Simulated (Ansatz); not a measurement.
# Ga3SbN2: the cost of one run

Program: Ansatz 0.2.0. PAW datasets, plane waves. No spin polarisation and no zero-point or thermal motion; the cell was built from a prototype and may be hypothetical.

### Step 1. The structure to begin with

The cell was relaxed beforehand with r2SCAN.

Space group P3m1 (No. 156), trigonal; conventional cell a = 3.160 Å, c = 11.794 Å, 17.00 Å³ an atom. Around N lie 4 Ga at 1.93–1.99 Å; around N lie 4 Ga at 1.95 Å; around Sb lie 1 Ga at 2.71 Å; around Ga lie 4 N at 1.93–1.95 Å; around Ga lie 3 N at 1.95 Å and 1 Sb at 2.71 Å.

As a file:

```
N Sb Ga
1.0
     3.16035    0.00000    0.00000
    -1.58018    2.73695    0.00000
     0.00000    0.00000   11.79404
N Sb Ga
2 1 3
Direct
  0.00000 0.00000 0.06007
  0.33333 0.66667 0.27997
  0.66667 0.33333 0.56680
  0.33333 0.66667 0.11446
  0.66667 0.33333 0.33730
  0.00000 0.00000 0.89140
```

### Step 2. PBE band path

input.yaml

```yaml
crystal:
  lattice:
    - [3.160352684, 0.0, 0.0]
    - [-1.580176342, 2.7369457093, 0.0]
    - [0.0, 0.0, 11.7940397252]
  atoms:
    - { symbol: "N", position: [0.0, 0.0, 0.0600698591] }
    - { symbol: "N", position: [0.3333333333, 0.6666666667, 0.2799710902] }
    - { symbol: Sb, position: [0.6666666667, 0.3333333333, 0.5667984963] }
    - { symbol: Ga, position: [0.3333333333, 0.6666666667, 0.1144587363] }
    - { symbol: Ga, position: [0.6666666667, 0.3333333333, 0.3372968818] }
    - { symbol: Ga, position: [0.0, 0.0, 0.8914049362] }
kpoints:
  mp_grid: { grid: [12, 12, 2] }
  band_path:
    path:
      - [[0.0, 0.0, 0.0], [0.5, 6.888985386818e-17, -5.1996316354e-18], [0.3333333333333, 0.3333333333333, -3.466421090266e-18], [0.0, 0.0, 0.0], [3.864973168246e-36, -1.932486584123e-36, 0.5], [0.5, 6.898394996272e-17, 0.5], [0.3333333333333, 0.3333333333333, 0.5], [3.864973168246e-36, -1.932486584123e-36, 0.5]]
      - [[0.5, 6.898394996272e-17, 0.5], [0.5, 6.888985386818e-17, -5.1996316354e-18]]
      - [[0.3333333333333, 0.3333333333333, 0.5], [0.3333333333333, 0.3333333333333, -3.466421090266e-18]]
    npoints: 10
hamiltonian:
  xc: pbe
scf:
  occupations: { method: fermi_dirac, width: 0.02 }
  n_extra_bands: 5
output:
  forces: true
  stress: true
  eigenvalues: true
  write_density: true
  write_potential: true
  elf: true
  volumetric_format: npy
```

Started as:

```bash
$ ansatz run input.yaml --threads 4 --pin off --max-ram 6451MiB --backend cpu --events-out ev --progress --plain --runs-dir out
```

Q: Estimate wall time and peak memory on 4 threads of Arm Neoverse V1, shared host.

About 9.8 s, with a peak of 0.56 GiB.
